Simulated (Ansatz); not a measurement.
# Alloy of SnO2 and TiO2 (23 of 24 Sn sites exchanged), 72 atoms

How does this alloy cell relax, and what gap do PBEsol, HSE06 and r²SCAN give?

Program: Ansatz 0.2.0, PAW, plane waves. These are calculated values, not measurements.

## 1. The starting cell

72 atoms (23 Ti, 1 Sn, 48 O); a = 9.204 Å, b = 9.204 Å, c = 8.866 Å, α = 90.00°, β = 90.00°, γ = 90.00°. All atoms were shaken off their sites by about 0.02 Å along each axis.

Plan of the steps: (2) PBEsol cell relaxation at the single k point (¼, ¼, ¼), on 7 threads of Arm Neoverse-V2; (3) HSE06 single point at the Γ point alone, on 7 threads of Arm Neoverse-V2; (4) r²SCAN single point at the Γ point alone, on 7 threads of Arm Neoverse-V2.

## 2. Relaxing cell and atoms with PBEsol

in.yaml

```yaml
crystal:
  lattice:
    - [9.204144, 0.000000, 0.000000]
    - [0.000000, 9.204144, 0.000000]
    - [0.000000, 0.000000, 8.865794]
  atoms:
    - { symbol: Ti, position: [0.002620, 0.998243, 0.000712] }
    - { symbol: Ti, position: [0.003529, 0.001697, 0.333637] }
    - { symbol: Ti, position: [0.001090, 0.000567, 0.666962] }
    - { symbol: Ti, position: [0.995178, 0.498675, 0.003137] }
    - { symbol: Ti, position: [0.002082, 0.498590, 0.335000] }
    - { symbol: Ti, position: [0.001480, 0.500191, 0.662068] }
    - { symbol: Ti, position: [0.502212, 0.002096, 0.000662] }
    - { symbol: Ti, position: [0.499268, 0.997204, 0.333580] }
    - { symbol: Ti, position: [0.498715, 0.999843, 0.668370] }
    - { symbol: Ti, position: [0.502223, 0.499804, 0.997728] }
    - { symbol: Ti, position: [0.497637, 0.502888, 0.331013] }
    - { symbol: Ti, position: [0.500430, 0.498466, 0.668428] }
    - { symbol: Ti, position: [0.249869, 0.250839, 0.166570] }
    - { symbol: Ti, position: [0.247623, 0.250715, 0.500529] }
    - { symbol: Ti, position: [0.251925, 0.246858, 0.834168] }
    - { symbol: Ti, position: [0.252491, 0.748696, 0.168800] }
    - { symbol: Ti, position: [0.253964, 0.751626, 0.497811] }
    - { symbol: Ti, position: [0.250175, 0.751666, 0.835097] }
    - { symbol: Ti, position: [0.752019, 0.250618, 0.166887] }
    - { symbol: Ti, position: [0.747493, 0.249578, 0.504219] }
    - { symbol: Ti, position: [0.751843, 0.250016, 0.834097] }
    - { symbol: Ti, position: [0.752430, 0.750456, 0.501488] }
    - { symbol: Ti, position: [0.751743, 0.753693, 0.838105] }
    - { symbol: Sn, position: [0.751384, 0.749783, 0.169133] }
    - { symbol: O, position: [0.152756, 0.153317, 0.002046] }
    - { symbol: O, position: [0.152196, 0.148457, 0.334121] }
    - { symbol: O, position: [0.153501, 0.151668, 0.661068] }
    - { symbol: O, position: [0.154559, 0.650475, 0.003315] }
    - { symbol: O, position: [0.152214, 0.652053, 0.337285] }
    - { symbol: O, position: [0.150683, 0.650602, 0.668497] }
    - { symbol: O, position: [0.652492, 0.151563, 0.998950] }
    - { symbol: O, position: [0.653393, 0.153308, 0.335450] }
    - { symbol: O, position: [0.656092, 0.154701, 0.667938] }
    - { symbol: O, position: [0.653431, 0.656793, 0.999509] }
    - { symbol: O, position: [0.650487, 0.653728, 0.333499] }
    - { symbol: O, position: [0.654074, 0.656717, 0.665732] }
    - { symbol: O, position: [0.350166, 0.345658, 0.999402] }
    - { symbol: O, position: [0.347595, 0.348963, 0.337187] }
    - { symbol: O, position: [0.348794, 0.350076, 0.668789] }
    - { symbol: O, position: [0.346360, 0.846797, 0.998813] }
    - { symbol: O, position: [0.345906, 0.847636, 0.329731] }
    - { symbol: O, position: [0.346423, 0.851834, 0.666046] }
    - { symbol: O, position: [0.847331, 0.345041, 0.997980] }
    - { symbol: O, position: [0.851367, 0.347511, 0.329048] }
    - { symbol: O, position: [0.846705, 0.348034, 0.670470] }
    - { symbol: O, position: [0.844305, 0.849642, 0.002660] }
    - { symbol: O, position: [0.852076, 0.848038, 0.335534] }
    - { symbol: O, position: [0.847205, 0.847101, 0.669611] }
    - { symbol: O, position: [0.098014, 0.399775, 0.165629] }
    - { symbol: O, position: [0.095960, 0.401354, 0.498974] }
    - { symbol: O, position: [0.097968, 0.400084, 0.831043] }
    - { symbol: O, position: [0.097119, 0.904060, 0.164031] }
    - { symbol: O, position: [0.096323, 0.902530, 0.500472] }
    - { symbol: O, position: [0.100179, 0.901498, 0.831240] }
    - { symbol: O, position: [0.594462, 0.402447, 0.168794] }
    - { symbol: O, position: [0.600500, 0.401254, 0.501805] }
    - { symbol: O, position: [0.592431, 0.400419, 0.831945] }
    - { symbol: O, position: [0.597965, 0.898811, 0.165485] }
    - { symbol: O, position: [0.599700, 0.900689, 0.499971] }
    - { symbol: O, position: [0.595523, 0.903706, 0.835655] }
    - { symbol: O, position: [0.398801, 0.094811, 0.164779] }
    - { symbol: O, position: [0.401536, 0.095587, 0.500850] }
    - { symbol: O, position: [0.399820, 0.096398, 0.834443] }
    - { symbol: O, position: [0.398022, 0.597460, 0.167040] }
    - { symbol: O, position: [0.402887, 0.597248, 0.502161] }
    - { symbol: O, position: [0.405462, 0.597962, 0.832630] }
    - { symbol: O, position: [0.900717, 0.099645, 0.164280] }
    - { symbol: O, position: [0.904498, 0.096719, 0.501268] }
    - { symbol: O, position: [0.900385, 0.098342, 0.831900] }
    - { symbol: O, position: [0.904185, 0.596344, 0.173551] }
    - { symbol: O, position: [0.905220, 0.594985, 0.499940] }
    - { symbol: O, position: [0.903421, 0.597730, 0.831150] }
  symmetry: { detect: false }
kpoints:
  mp_grid: { grid: [1, 1, 1], shift: [0.25, 0.25, 0.25] }
hamiltonian:
  xc: pbesol
scf:
  occupations: { method: fermi_dirac, width: 0.01 }
relax:
  f_tol: 0.03
  max_steps: 80
  escape_saddle: false
  adjacent_minimum: "off"
  cell: { fix: [alpha, beta, gamma] }
output:
  forces: true
  eigenvalues: true
  populations: true
```

The runs that follow: Single point with HSE06; Single point with r²SCAN.

**Question.** What will these runs give? Wanted: for each run, top filled to lowest empty.

**Answer**, as computed:

```
             level                     time   k points  top filled to lowest empty (eV)
PBEsol, relaxation  2.9 min (7 CPU threads)  (¼, ¼, ¼)                             2.17
             HSE06  5.2 min (7 CPU threads)          Γ                             3.42
            r²SCAN     59 s (7 CPU threads)          Γ                             2.24
```

| quantity | value |
| --- | --- |
| relaxation | 10 recorded steps, 1.13 eV gained |
| largest shift | 0.13 Å (O46) |
| relaxed cell | a = 9.204 Å, b = 9.204 Å, c = 8.852 Å, α = 90.00°, β = 90.00°, γ = 90.00° |
| mean bonds | O–Sn 2.042, O–Ti 1.956 Å |

Relaxation gains 1.13 eV, with shifts up to 0.13 Å (O46), while the volume changes by -0.2 %. The mean lengths of the listed bonds run from O–Ti 1.96 Å to O–Sn 2.04 Å. At the same k points, r²SCAN gives a spacing 1.18 eV smaller than the 3.42 eV of HSE06. The relaxation ran on other k points, so part of any difference from the later rows can come from the mesh. Exact exchange costs time: HSE06 ran about 5.3 times as long as r²SCAN on the same kind of device. With one k point the spacing samples only the states that fold onto it, so it can exceed the gap over the zone.
